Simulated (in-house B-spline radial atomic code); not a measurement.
**Pb³⁸⁺: Hartree-Fock with and without relativity**

Aim: what relativity does to the energy, levels and radii of Pb³⁸⁺.

The numbers are computed with in-house B-spline radial atomic code version 1 (Hartree-Fock averaged over the configuration, non-relativistic (point nucleus) and Dirac-Coulomb (finite nucleus); spherical all-electron atom at the radial basis limit), except any that are marked as measured or tabulated.

## 1. What is computed

| Property | Result |
| --- | --- |
| element | lead (Z = 82) |
| charge | +38 |
| electrons | 44 |
| configuration | [Kr] 4d8 |
| nucleus | point (non-relativistic run); Fermi, rms radius 5.501 fm (Dirac runs) |

Outer shells as boxes (Hund's rule):

[Kr] 4d8
```
[Kr] core
4d [↑↓][↑↓][↑↓][↑ ][↑ ]
```

The boxes draw the filling by Hund's rule, which heavy ions in jj coupling don't follow; these runs average over all states of the configuration.

## 2. Non-relativistic run

Input settings:

```ini
Z = 82
electrons = 44.0
configuration = [Kr] 4d8
hamiltonian = nr
method = hf
spin_polarised = False
```

## 3. Dirac-Coulomb run

Input settings:

```ini
Z = 82
electrons = 44.0
configuration = [Kr] 4d8
hamiltonian = dirac
method = hf
spin_polarised = False
nucleus = fermi
rms_radius = 5.5012
mass_number = 208
atomic_mass = 207.976652005
speed_of_light = 137.035999084
```

## 4. Dirac-Coulomb run in the lowest jj configuration, 1s2 2s2 2p6 3s2 3p6 3d10 4s2 4p6 4d-4 4d+4

In configurations, a minus sign after the shell means j = l − 1/2 and a plus sign j = l + 1/2; the count of electrons follows.

Changes to the settings of step 3:

```diff
@@ -2,3 +2,3 @@
 electrons = 44.0
-configuration = [Kr] 4d8
+configuration = 1s2 2s2 2p6 3s2 3p6 3d10 4s2 4p6 4d-4 4d+4
 hamiltonian = dirac
```

Q: How much does each shell's level and mean radius change with the Dirac Hamiltonian, and the total energy?

**Answer**, as computed:

Levels and radii; the Dirac values are averaged over j with the occupations as weights.

| shell | ε non-rel. (eV) | ε Dirac (eV) | <r> non-rel. (bohr) | <r> Dirac (bohr) | change of <r> (%) |
| --- | --- | --- | --- | --- | --- |
| 1s | -81207.1 | -90208.0 | 0.01846 | 0.01605 | -13.02 |
| 2s | -15179.7 | -17614.6 | 0.07758 | 0.06689 | -13.78 |
| 2p | -14658.4 | -15488.3 | 0.06560 | 0.06087 | -7.20 |
| 3s | -4877.19 | -5506.96 | 0.1929 | 0.1725 | -10.57 |
| 3p | -4632.22 | -4875.48 | 0.1836 | 0.1735 | -5.50 |
| 3d | -4183.67 | -4167.33 | 0.1601 | 0.1582 | -1.21 |
| 4s | -2149.09 | -2350.26 | 0.3902 | 0.3584 | -8.17 |
| 4p | -2035.30 | -2116.43 | 0.3879 | 0.3720 | -4.11 |
| 4d | -1835.14 | -1837.33 | 0.3781 | 0.3752 | -0.76 |

The Dirac run lies -1390.94 hartree (-7.4 %) from the non-relativistic one; the finite nucleus has a part in that. First-order perturbation theory (mass-velocity plus Darwin) gives -1134.84 hartree, which is 82 % of the full shift. Averaged over j, the 2s shell contracts most (-13.78 %). Spin-orbit coupling splits the 4d level by 30.760 eV and the 2p level by 2191.70 eV. The lowest jj configuration lies 24.409 eV below the average over the whole configuration. Breit terms add 23.9 hartree and QED terms 16.7 hartree.
